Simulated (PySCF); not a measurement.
# C6H12N2: the cost of one run

Computed with PySCF 2.14.0 and routines of our own; the level stands in each step. Atoms count from 0.

### Step 1. The starting structure

20 atoms, charge 0, multiplicity 1; geometry from: GFN2-xTB.

### Step 2. Magnetic properties: GIAO B97-2/pcSseg-1

What the job is given:

```
{"job": {"kind": "mag", "xc": "B97-2", "basis": "pcSseg-1", "isotopologues": 2}, "charge": 0, "multiplicity": 1}
C      3.676081    -0.116202    -0.949556
N      2.805712     0.360756    -0.170640
N      1.532099     0.392692    -0.295873
C      0.632511    -0.348888     0.183806
C     -0.822746     0.009733     0.077791
C     -1.551760    -1.129542    -0.645328
C     -1.382539     0.155597     1.498726
C     -1.004980     1.316858    -0.691095
H      3.447399    -0.717007    -1.827860
H      4.708617     0.097282    -0.731052
H      0.865406    -1.279079     0.709620
H     -2.615004    -0.910452    -0.709391
H     -1.162159    -1.249527    -1.653840
H     -1.424591    -2.069597    -0.112292
H     -0.876290     0.963366     2.022626
H     -2.446262     0.379389     1.461098
H     -1.242973    -0.764077     2.063287
H     -0.471311     2.122149    -0.194384
H     -2.059369     1.576730    -0.748418
H     -0.612989     1.220497    -1.699957
```

Method: GIAO B97-2/pcSseg-1 magnetisability, rotational g tensor and spin-rotation constants, non-relativistic, gas phase.

Command:

```sh
OMP_NUM_THREADS=1 python excited_run.py task.json out
```

This one command runs all jobs of the session in turn.

**Question.** How long does this first job take on 1 thread of Intel Xeon Platinum 8259CL at 2.50GHz, shared host, and how much memory does it need?

About 52 s, with a peak of 0.92 GiB.
